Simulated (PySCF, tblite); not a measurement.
**C5H3ClFN2 radical: geometry, infrared bands and EPR parameters**

Wanted: the infrared bands and EPR parameters of C5H3ClFN2 radical (`[CH2]c1ncnc(F)c1Cl`), by calculation.

Computed with tblite 0.8.0 and PySCF 2.14.0, with density-fitted response routines of our own, on a single molecule in the gas phase. Atoms are numbered from 0 throughout.

### 1 The starting structure

12 atoms, charge 0, multiplicity 2; geometry from: force field or distance geometry start.

Bonds of the start (Å): C0–C1 1.49, C1–N2 1.35, N2–C3 1.35, C3–N4 1.34, N4–C5 1.35, C5–F6 1.37, C5–C7 1.40, C7–Cl8 1.73, C7–C1 1.38, C0–H9 1.09, C0–H10 1.09, C3–H11 1.10.

### 2 Optimising the geometry with GFN2-xTB

Job settings and geometry (Å):

```
{"job": {"kind": "relax", "xc": "GFN2-xTB", "basis": "xTB"}, "charge": 0, "multiplicity": 2}
C      2.175100    -0.225200    -0.257800
C      0.689200    -0.245500    -0.145000
N      0.024600    -1.414100    -0.096600
C     -1.324400    -1.399000     0.002700
N     -2.063500    -0.287700     0.100200
C     -1.426100     0.899800     0.058400
F     -2.140500     2.063700     0.138000
C     -0.027300     0.924900    -0.049500
Cl     0.809400     2.438100    -0.094600
H      2.598300    -1.132400     0.165800
H      2.569200     0.726800     0.110200
H     -1.882700    -2.350100     0.042000
```

On the command line:

```sh
$ OMP_NUM_THREADS=1 python probes_run.py task.json out
```

One launch serves the whole session: the jobs run in the order shown.

**Question.** This job is followed by: GFN2-xTB harmonic vibrations, gas phase; UKS B3LYP, pcH-1 on C Cl F H N, non-relativistic, mean-field spin-orbit, GIAO. Predict these results of the whole session: strongest single infrared mode (GFN2-xTB); zero-point energy (GFN2-xTB); g(iso) (B3LYP); ⟨S²⟩; largest a(iso) (averaged by class); potential on the surface of density 0.002 e/bohr³, 1st and 99th percentile.

As calculated:

| quantity | value |
| --- | --- |
| strongest single infrared mode (GFN2-xTB) | 1421 cm⁻¹, 197 km/mol |
| zero-point energy (GFN2-xTB) | 44.5 kcal/mol |
| g(iso) (B3LYP) | 2.00374 |
| ⟨S²⟩ | 0.775 (exact 0.75) |
| largest a(iso) (averaged by class) | 13C on C0, 57.5 MHz |
| potential on the surface of density 0.002 e/bohr³, 1st and 99th percentile | -1.34 V and 1.23 V |

What this shows: Over 39 steps the energy fell by 0.820 eV; of the close pairs, C0–C1 changed most, 1.490 to 1.374 Å. All 30 modes are real, so the xTB geometry is a minimum. The strongest single mode, at 1421 cm⁻¹, is spread over several atoms, N4, C5, C7, C1 among them. Unscaled tight-binding wavenumbers are off by several per cent, some by more. Its intensities can rank the bands wrongly. The largest share of the spin, 0.76 e, sits on C0. The isotropic g lies 1.4 ppt above the free-electron value. The conformer search found further structures of the same energy, which may be mirror or relabelled copies of this one.
